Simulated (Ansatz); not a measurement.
# C₅H₁₄BrNSn: how energies converge with the basis set

An exercise on one series of results from a longer session: the logs are not shown, and one member is left open.

Program: Ansatz 0.2.0, Gaussian basis. Level of theory: one geometry, several basis sets. These are calculated values, not measurements.

The runs, in order: PBE0-D4/def2-SVP; ωB97M-V/def2-SVP; PBE0-D4/def2-QZVPP; ωB97M-V/def2-QZVPP; the functionals' def2-TZVPP values are taken from earlier runs.

**The relaxed structure**

The geometry comes from an earlier relaxation with PBE0-D4 in a triple-zeta def2 set; it is a stationary point, not always the lowest conformer. Sn takes the def2 core potential; no spin-orbit term is included.

SMILES `C[CH2][Sn]([CH3])([Br])[N](C)C`, 22 atoms, charge 0, spin multiplicity 1.

Atoms are counted from 1 here; the program's logs count them from 0.

Bond lengths: C1–C2 1.521 Å, C1–H9 1.094 Å, C1–H10 1.092 Å, C1–H11 1.092 Å, C2–Sn3 2.140 Å, C2–H12 1.094 Å, C2–H13 1.093 Å, Sn3–C4 2.137 Å, Sn3–Br5 2.505 Å, Sn3–N6 2.020 Å, C4–H14 1.091 Å, C4–H15 1.090 Å, C4–H16 1.090 Å, N6–C7 1.440 Å, N6–C8 1.440 Å, C7–H17 1.099 Å, C7–H18 1.093 Å, C7–H19 1.103 Å and more. Angles: C2–C1–H9 111.0°, C2–C1–H10 111.3°, C2–C1–H11 111.8°, H9–C1–H10 107.7°, H9–C1–H11 107.7°, H10–C1–H11 107.2°, C1–C2–Sn3 112.4°, C1–C2–H12 111.7°, C1–C2–H13 111.5°, Sn3–C2–H12 107.4°, Sn3–C2–H13 106.6°, H12–C2–H13 106.9°, C2–Sn3–C4 118.8°, C2–Sn3–Br5 107.4°, C2–Sn3–N6 107.8°, C4–Sn3–Br5 104.3°, C4–Sn3–N6 113.9°, Br5–Sn3–N6 103.3° and more.

The first run:

The input, in.yaml:

```yaml
crystal:
  periodic: [false, false, false]
  atoms:
    - {symbol: C, position_ang: [-1.413895, -0.864551, -2.317229]}
    - {symbol: C, position_ang: [-0.239899, 0.087919, -2.148653]}
    - {symbol: Sn, position_ang: [0.835006, -0.256522, -0.330314]}
    - {symbol: C, position_ang: [2.664550, 0.798213, -0.000202]}
    - {symbol: Br, position_ang: [1.500362, -2.671151, -0.297106]}
    - {symbol: N, position_ang: [-0.478241, -0.115036, 1.197611]}
    - {symbol: C, position_ang: [-0.065251, -0.488677, 2.525745]}
    - {symbol: C, position_ang: [-1.462937, 0.935079, 1.184050]}
    - {symbol: H, position_ang: [-1.941349, -0.674790, -3.256524]}
    - {symbol: H, position_ang: [-1.082199, -1.905043, -2.326858]}
    - {symbol: H, position_ang: [-2.136760, -0.763927, -1.504463]}
    - {symbol: H, position_ang: [-0.563510, 1.132679, -2.145450]}
    - {symbol: H, position_ang: [0.480888, -0.018323, -2.962816]}
    - {symbol: H, position_ang: [2.481253, 1.873418, 0.000190]}
    - {symbol: H, position_ang: [3.074018, 0.499561, 0.964453]}
    - {symbol: H, position_ang: [3.377701, 0.548890, -0.785487]}
    - {symbol: H, position_ang: [-0.932384, -0.819826, 3.113644]}
    - {symbol: H, position_ang: [0.636658, -1.325664, 2.489678]}
    - {symbol: H, position_ang: [0.410166, 0.334291, 3.086279]}
    - {symbol: H, position_ang: [-1.117050, 1.872556, 1.652620]}
    - {symbol: H, position_ang: [-1.771984, 1.170690, 0.161534]}
    - {symbol: H, position_ang: [-2.364741, 0.620310, 1.727897]}
basis:
  gaussian: {orbitals: def2-SVP}
hamiltonian: {xc: pbe0, dispersion: d4}
output: {orbitals: {seedname: orbitals}}
```

Among the steps run: PBE0-D4 in def2-SVP; ωB97M-V in def2-SVP; PBE0-D4 in def2-QZVPP; ωB97M-V in def2-QZVPP.

One table of the session follows, with a row left open; its other results are not shown here.

It belongs to the step «Density functionals: the series». 

```
functional       basis  HOMO (eV)  LUMO (eV)
   PBE0-D4    def2-SVP      -5.92       0.08
   PBE0-D4  def2-TZVPP          ?          ?
   PBE0-D4  def2-QZVPP      -6.06      -0.32
   ωB97M-V    def2-SVP      -8.22       2.05
   ωB97M-V  def2-TZVPP      -8.34       1.54
   ωB97M-V  def2-QZVPP      -8.36       1.04
```

Estimate the missing values for PBE0-D4, def2-TZVPP.

As computed: HOMO (eV): -6.03; LUMO (eV): -0.20. In the column «HOMO (eV)» it lies between PBE0-D4, def2-QZVPP (-6.06) and PBE0-D4, def2-SVP (-5.92).
